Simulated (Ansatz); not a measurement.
**BH₄SeN: how energies converge with the basis set**

Aim: see how fast density functionals converge with the basis set for BH₄SeN.

Computed with Ansatz 0.2.0, Gaussian basis. Level: one geometry, several basis sets.

Plan: PBE0-D4/def2-SVP; ωB97M-V/def2-SVP; PBE0-D4/def2-QZVPP; ωB97M-V/def2-QZVPP; the functionals' def2-TZVPP values are taken from earlier runs.

## 1. Structure used throughout

All runs share one geometry, relaxed beforehand with PBE0-D4 in a triple-zeta def2 set.

SMILES `NB[SeH]`, 7 atoms, charge 0, spin multiplicity 1.

Atoms are counted from 1 here; the program's logs count them from 0.

Bond lengths: N1–B2 1.389 Å, N1–H4 1.005 Å, N1–H5 1.006 Å, B2–Se3 1.956 Å, B2–H6 1.192 Å, Se3–H7 1.464 Å. Angles: B2–N1–H4 121.8°, B2–N1–H5 124.5°, H4–N1–H5 113.7°, N1–B2–Se3 120.3°, N1–B2–H6 120.2°, Se3–B2–H6 119.5°, B2–Se3–H7 94.6°.

## 2. PBE0-D4 in def2-SVP

The input, in.yaml:

```yaml
crystal:
  periodic: [false, false, false]
  atoms:
    - {symbol: N, position_ang: [-1.016414, 0.477820, -0.444955]}
    - {symbol: B, position_ang: [0.032197, -0.044314, 0.301962]}
    - {symbol: Se, position_ang: [1.650384, -0.689387, -0.587722]}
    - {symbol: H, position_ang: [-1.858182, 0.815665, -0.012222]}
    - {symbol: H, position_ang: [-1.017795, 0.557295, -1.447579]}
    - {symbol: H, position_ang: [-0.047620, -0.102488, 1.490151]}
    - {symbol: H, position_ang: [2.318629, -1.082590, 0.654663]}
basis:
  gaussian: {orbitals: def2-SVP}
hamiltonian: {xc: pbe0, dispersion: d4}
output: {orbitals: {seedname: orbitals}}
```

Started as:

```bash
$ ansatz run in.yaml --threads 2 --pin off --events-out ev --progress --plain --max-ram 4352MiB
```

The runs that follow: ωB97M-V in def2-SVP; PBE0-D4 in def2-QZVPP; ωB97M-V in def2-QZVPP.

Before running them: what should the planned runs give, taken together? Wanted: PBE0-D4: double and triple zeta above quadruple; ωB97M-V: double and triple zeta above quadruple.

**Answer**, as computed:

| quantity | value |
| --- | --- |
| PBE0-D4: double and triple zeta above quadruple | 12.04, 1.51 eV |
| ωB97M-V: double and triple zeta above quadruple | 12.09, 1.46 eV |

**Reading.** PBE0-D4 gains 10.53 eV from double to triple zeta, then 1.51 eV more. Total energies overstate the basis error of differences, where much of it tends to cancel. The LUMO of ωB97M-V is positive and keeps falling with the basis (2.62 to 1.51 eV): an unbound level that the basis holds in place.
